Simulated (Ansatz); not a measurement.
# HSSeSi: the cost of one run

The runs use Ansatz 0.2.0, Gaussian basis; PBE0-D4/def2-SVPD.

## Step 1: The system as given

4 atoms, charge -1, spin multiplicity 1.

Atoms are counted from 1 here; the program's logs count them from 0.

Bond lengths: S1–Si2 2.009 Å, Si2–Se3 2.164 Å, Si2–H4 1.458 Å. Angles: S1–Si2–Se3 131.9°, S1–Si2–H4 116.4°, Se3–Si2–H4 111.7°.

As a file:

| atom | x (Å) | y (Å) | z (Å) |
| --- | --- | --- | --- |
| S1 | -1.61976 | -0.08568 | 1.22278 |
| Si2 | -0.05849 | 0.04109 | -0.03460 |
| Se3 | 1.97028 | -0.69915 | 0.10186 |
| H4 | -0.29202 | 0.74374 | -1.29004 |

## Step 2: Dynamics

md/in.yaml

```yaml
crystal:
  periodic: [false, false, false]
  atoms:
    - {symbol: S, position_ang: [-1.619760, -0.085680, 1.222780]}
    - {symbol: Si, position_ang: [-0.058490, 0.041090, -0.034600]}
    - {symbol: Se, position_ang: [1.970280, -0.699150, 0.101860]}
    - {symbol: H, position_ang: [-0.292020, 0.743740, -1.290040]}
basis:
  gaussian: {orbitals: def2-SVPD}
total_charge: -1
hamiltonian: {xc: pbe0, dispersion: d4}
md: {n_steps: 40, timestep: 0.5, temperature: 1500, ensemble: nvt_langevin, seed: 496, friction: 0.002, initial_velocities: maxwell_boltzmann}
```

Launch:

```sh
ansatz run in.yaml --threads 2 --pin off --events-out ev --progress --plain --max-ram 3481MiB
```

Q: Estimate wall time and peak memory on 2 threads of Arm Neoverse V1, shared host.

About 88 s, with a peak of 0.21 GiB.
